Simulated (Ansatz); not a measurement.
**ClHSSn: one structure at several levels**

The task here is to estimate one member of a computed series from the others.

Method: single points in def2-TZVPP; program: Ansatz 0.2.0, Gaussian basis.

Correlated methods freeze the cores. Filled d shells of the heavier atoms are correlated. Core potentials replace the inner electrons past krypton, and spin-orbit coupling is left out.

## The system as given

4 atoms, charge 0, spin multiplicity 1.

Atoms are counted from 1 here; the program's logs count them from 0.

Bond lengths: S1–Sn2 2.436 Å, S1–H4 1.534 Å, Sn2–Cl3 2.398 Å. Angles: Sn2–S1–H4 95.2°, S1–Sn2–Cl3 102.0°.

Coordinates:

```
atom    x (Å)    y (Å)    z (Å)
  S1  -0.0518   1.5265  -0.6139
 Sn2  -1.3130  -0.5534  -0.4755
 Cl3   0.1832  -1.9634   0.7587
  H4   1.1368   1.0241   0.2150
```

Set-up of the first run:

Contents of run/in.yaml:

```yaml
crystal:
  periodic: [false, false, false]
  atoms:
    - {symbol: S, position_ang: [-0.051800, 1.526500, -0.613900]}
    - {symbol: Sn, position_ang: [-1.313000, -0.553400, -0.475500]}
    - {symbol: Cl, position_ang: [0.183200, -1.963400, 0.758700]}
    - {symbol: H, position_ang: [1.136800, 1.024100, 0.215000]}
basis:
  gaussian: {orbitals: def2-TZVPP}
correlation: {method: ccsd_t}
output: {forces: true}
```

The command line of these runs was not kept.

Among the steps run: CCSD(T)/def2-TZVPP; PBE0-D4/def2-TZVPP; wB97M-V/def2-TZVPP; r2SCAN-D4/def2-TZVPP; PBE-D4/def2-TZVPP; BLYP-D4/def2-TZVPP; revPBE-D4/def2-TZVPP.

One of the session's tables, all rows but one given; the rest of the session is left out.

```
   method  RMS force component (eV/Å)  angle to CCSD(T) forces (°)  dipole (D)
  CCSD(T)                       1.280                    reference        1.97
  PBE0-D4                       1.303                          1.4        1.94
  wB97M-V                           ?                            ?           ?
r2SCAN-D4                       1.271                          2.9        1.83
   PBE-D4                       1.172                          8.8        1.81
  BLYP-D4                       1.177                         16.8        1.90
revPBE-D4                       1.182                         11.6        1.84
```

Estimate the missing values for wB97M-V.

The run gave: RMS force component (eV/Å): 1.323; angle to CCSD(T) forces (°): 1.9; dipole (D): 2.04. In the column «RMS force component (eV/Å)» it is the highest.
